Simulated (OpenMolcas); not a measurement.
**Ru²⁺ among point charges: CASSCF and CASPT2 levels and susceptibility**

Aim: the splitting of the states of Ru²⁺ in the field of 5 point charges, its lowest levels with spin-orbit coupling and its magnetic susceptibility.

The numbers are computed with OpenMolcas 26.06 (state-averaged CASSCF and CASPT2, spin-orbit coupling by RASSI with atomic mean-field integrals), except any that are marked as measured or tabulated.

### Step 1. Starting point

```
Species                           : Ru²⁺ (ruthenium, Z = 44, 42 electrons)
Basis                             : ANO-RCC-VDZP [6s5p3d1f], 43 functions
Scalar Hamiltonian                : DKH2, point nucleus
Inactive shells                   : 1s 2s 2p 3s 3p 3d 4s 4p
Active space                      : 6 electrons in 5 orbitals (4d)
Some configurations of this space : 4d6
Orbitals                          : optimised for each spin and parity, averaged over all roots
```

Outer shells as boxes (Hund's rule):

4d6
```
4d [↑↓][↑ ][↑ ][↑ ][↑ ]
```

The ion sits among 5 point charges of -1.3 e arranged as a trigonal bipyramid (D3h), 1.95 Å from the ion.

Each step is its own input file, run in one work folder so that later steps find the files of earlier ones. Labels, J, g values, rates, χT and fits are worked out afterwards by a script from the matrices that RASSI stores.

### Step 2. GATEWAY and SEWARD: basis and integrals

a.inp reads:

```
&GATEWAY
Coord
1

Ru 0.0 0.0 0.0
Basis=ANO-RCC-VDZP
Group=NoSym
NoMove
AngMom=0.0 0.0 0.0
AMFI
XField
5 Angstrom 0
1.950000 0.000000 0.000000 -1.300000
-0.975000 1.688750 0.000000 -1.300000
-0.975000 -1.688750 0.000000 -1.300000
0.000000 0.000000 1.950000 -1.300000
0.000000 0.000000 -1.950000 -1.300000
&SEWARD
```

The run is started by

```bash
> OMP_NUM_THREADS=1 MOLCAS_MEM=1689 MOLCAS_PROJECT=a pymolcas a.inp > a.log
```

### Step 3. Reference wave functions, quintets, 5 roots

a.inp reads:

```
&RASSCF
FileOrb=start.orb
Symmetry=1
Spin=5
nActEl=6 0 0
Inactive=18
Ras2=5
CIRoot=5 5 1
SDav=5
CIMx=300
Iter=120 100
PrWF=0.3
OrbListing=Nothing
MaxOrb=0
>>> COPY $Project.JobIph JOB001
```

start.orb holds the contracted functions of the basis, ordered by shell, or the orbitals of the step before.

### Step 4. CASSCF: triplets, 45 roots

a.inp reads:

```
&RASSCF
FileOrb=start.orb
Symmetry=1
Spin=3
nActEl=6 0 0
Inactive=18
Ras2=5
CIRoot=45 45 1
SDav=45
CIMx=300
Iter=120 100
PrWF=0.3
OrbListing=Nothing
MaxOrb=0
>>> COPY $Project.JobIph JOB002
```

### Step 5. CASSCF: singlets, 50 roots

a.inp reads:

```
&RASSCF
FileOrb=start.orb
Symmetry=1
Spin=1
nActEl=6 0 0
Inactive=18
Ras2=5
CIRoot=50 50 1
SDav=50
CIMx=300
Iter=120 100
PrWF=0.3
OrbListing=Nothing
MaxOrb=0
>>> COPY $Project.JobIph JOB003
```

### Step 6. RASSI: spin-orbit coupling between the states

a.inp reads:

```
&RASSI
NrOfJobIphs=3 5 45 50
1 2 3 4 5
1 2 3 4 5 6 7 8 9 10 11 12 13 14 15 16 17 18 19 20 21 22 23 24 25 26 27
28 29 30 31 32 33 34 35 36 37 38 39 40 41 42 43 44 45
1 2 3 4 5 6 7 8 9 10 11 12 13 14 15 16 17 18 19 20 21 22 23 24 25 26 27
28 29 30 31 32 33 34 35 36 37 38 39 40 41 42 43 44 45 46 47 48 49 50
IphNames
JOB001
JOB002
JOB003
EJob
SpinOrbit
DIPRint=1.0
SOCoupling=1000.0
Subsets=2
Property=9
'ANGMOM' 1 'ANGMOM' 2 'ANGMOM' 3 'MLTPL  1' 1 'MLTPL  1' 2 'MLTPL  1' 3
'AMFI' 1 'AMFI' 2 'AMFI' 3
SOProperty=3
'ANGMOM' 1 'ANGMOM' 2 'ANGMOM' 3
```

### Step 7. CASPT2: IPEA 0.25, imaginary shift 0.1 (closed shells correlated: 4s 4p)

a.inp reads:

```
>>> COPY JOB001 $Project.JobIph
&CASPT2
Multistate=5 1 2 3 4 5
NoMult
Frozen=14
IPEA=0.25
Imaginary=0.1
MaxIter=60
WThr=0.0 0.3 0.05
PrWF=0.5
NoMix
>>> COPY JOB002 $Project.JobIph
&CASPT2
Multistate=45 1 2 3 4 5 6 7 8 9 10 11 12 13 14 15 16 17 18 19 20 21 22
23 24 25 26 27 28 29 30 31 32 33 34 35 36 37 38 39 40 41 42 43 44 45
NoMult
Frozen=14
IPEA=0.25
Imaginary=0.1
MaxIter=60
WThr=0.0 0.3 0.05
PrWF=0.5
NoMix
>>> COPY JOB003 $Project.JobIph
&CASPT2
Multistate=50 1 2 3 4 5 6 7 8 9 10 11 12 13 14 15 16 17 18 19 20 21 22
23 24 25 26 27 28 29 30 31 32 33 34 35 36 37 38 39 40 41 42 43 44 45 46
47 48 49 50
NoMult
Frozen=14
IPEA=0.25
Imaginary=0.1
MaxIter=60
WThr=0.0 0.3 0.05
PrWF=0.5
NoMix
```

(Steps that only read results are left out.)

What does the calculation give? Wanted: spin-free ground state; first state of the same spin within the active space; lowest level; next level.

The runs gave:

| quantity | value |
| --- | --- |
| method | SS-CASPT2, IPEA 0.25, imaginary shift 0.1 (closed shells correlated: 4s 4p) |
| spin-free ground state | 5E, 2-fold in its orbital part |
| first state of the same spin within the active space | 5E at 327 cm⁻¹ |
| lowest level | 2-fold E, g = 0.00, 0.00, 11.86 |
| next level | 187.3 cm⁻¹ |
| χT at 300 K | 5.33 cm³ K/mol |
| effective moment at 300 K | 6.53 μB |

Cost by method:

| method | time of its own steps | time with the reference |
| --- | --- | --- |
| A. CASSCF | 29 s | 29 s |
| B. SS-CASPT2, IPEA 0.25, imaginary shift 0.1, +4s 4p | 11 s | 40 s |

Times are of one thread on a shared host.

The spin-free ground state (5E) comes to 100 % from free-ion D terms and keeps the highest spin of the shell. χT at 300 K is 5.33, against 3.01 cm³ K/mol for the spin alone, so orbital moment adds to it. An active space of the d shell alone favours high spin; real ions in strong fields can be low spin. CASPT2 does not keep the components of a term degenerate, and the means are used. The field of point charges can differ much from that of real complexes. With metal d orbitals alone active, the gaps between spin states are rough; where two lie within a few thousand cm-1, their order is open. This is an electrostatic model: the charges have no orbitals.
